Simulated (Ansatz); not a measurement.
# CHBBr: the cost of one run

All numbers below are computed with Ansatz 0.2.0 (UKS PBE/def2-SVP).

## 1. The starting structure

Bond lengths: C1–B2 1.343 Å, B2–Br3 1.830 Å, C1–H4 1.056 Å. Angles: C1–B2–Br3 179.3°, B2–C1–H4 178.0°.

Structure file:

```xyz
4

C    -0.4484    0.5728   -0.4689
B     0.2442   -0.3151    0.2637
Br    1.1840   -1.5116    1.2806
H    -0.9798    1.2539   -1.0755
```

## 2. End point A

input.yaml reads:

```yaml
crystal:
  periodic: [false, false, false]
  atoms:
    - { symbol: C, position_ang: [-0.44835, 0.57276, -0.46887] }
    - { symbol: B, position_ang: [0.24415, -0.31508, 0.26373] }
    - { symbol: Br, position_ang: [1.184, -1.51156, 1.28062] }
    - { symbol: H, position_ang: [-0.9798, 1.25388, -1.07549] }
magnetization:
  spin_polarized: true
  initial_magnetization: 1
basis:
  gaussian: { orbitals: def2-SVP }
hamiltonian:
  xc: pbe
relax:
  f_tol: 0.02
  max_steps: 50
```

Launch:

```console
ansatz run input.yaml --threads 2 --pin off --max-ram 3072MiB --backend cpu --events-out ev --progress --plain --runs-dir out
```

**Question.** How long does this run take on 2 threads of Intel Xeon Platinum 8488C (Sapphire Rapids), shared host, and how much memory does it need?

About 59 s, with a peak of 0.17 GiB.
